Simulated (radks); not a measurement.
# Valence configurations of P

NIST gives [Ne] 3s2 3p3 as the ground configuration of P. Does this level of theory agree? Several fillings of the valence shells are run.

The numbers are computed with radks (a radial shooting solver on a logarithmic mesh, Libxc functionals) version 1 (non-relativistic Kohn-Sham, r2SCAN, spin-polarised, spherical densities, point nucleus; open shells are filled with parallel spins first), except any that are marked as measured or tabulated.

**1. The atom as given**

| Quantity | Value |
| --- | --- |
| element | phosphorus (Z = 15) |
| charge | 0 |
| electrons | 15 |
| configuration | [Ne] 3s2 3p3 |
| others tried | 3s1 3p4; 3s1.5 3p3.5; 3p5 |

The outer shells:

P
```
[Ne] core
3s [↑↓]
3p [↑ ][↑ ][↑ ]
```

**2. [Ne] 3s2 3p3**

Settings of this run:

```text
Z 15
configuration [Ne] 3s2 3p3
relativity non-relativistic
functional r2scan,r2scan
spin polarised
nucleus point
```

**3. [Ne] 3s1 3p4**

Settings of this run:

```text
Z 15
configuration [Ne] 3s1 3p4
relativity non-relativistic
functional r2scan,r2scan
spin polarised
nucleus point
```

**4. [Ne] 3s1.5 3p3.5**

Settings of this run:

```text
Z 15
configuration [Ne] 3s1.5 3p3.5
relativity non-relativistic
functional r2scan,r2scan
spin polarised
nucleus point
```

**5. [Ne] 3p5**

Settings of this run:

```text
Z 15
configuration [Ne] 3p5
relativity non-relativistic
functional r2scan,r2scan
spin polarised
nucleus point
```

What does the calculation give? Wanted: for each run, valence; E − E(NIST configuration); moment; highest level; its energy; 1s shift.

The runs gave:

| valence | E − E(NIST configuration) (eV) | moment (μB) | highest level | its energy (eV) | 1s shift (eV) |
| --- | --- | --- | --- | --- | --- |
| 3s2 3p3 | 0.000 | 3 | 3p up | -6.696 | +0.00 |
| 3s1.5 3p3.5 | 4.299 | 3 | 3p down | -3.655 | -0.93 |
| 3s1 3p4 | 8.386 | 3 | 3p down | -3.906 | -1.94 |
| 3p5 | 19.968 | 1 | 3p down | -6.145 | -3.86 |

In words: The NIST configuration is the lowest of those tried, 4.299 eV under 3s1.5 3p3.5. The energies are those of spherical high-spin densities, not of single terms. The 1s eigenvalue shifts by up to 3.86 eV as the valence charge is rearranged.
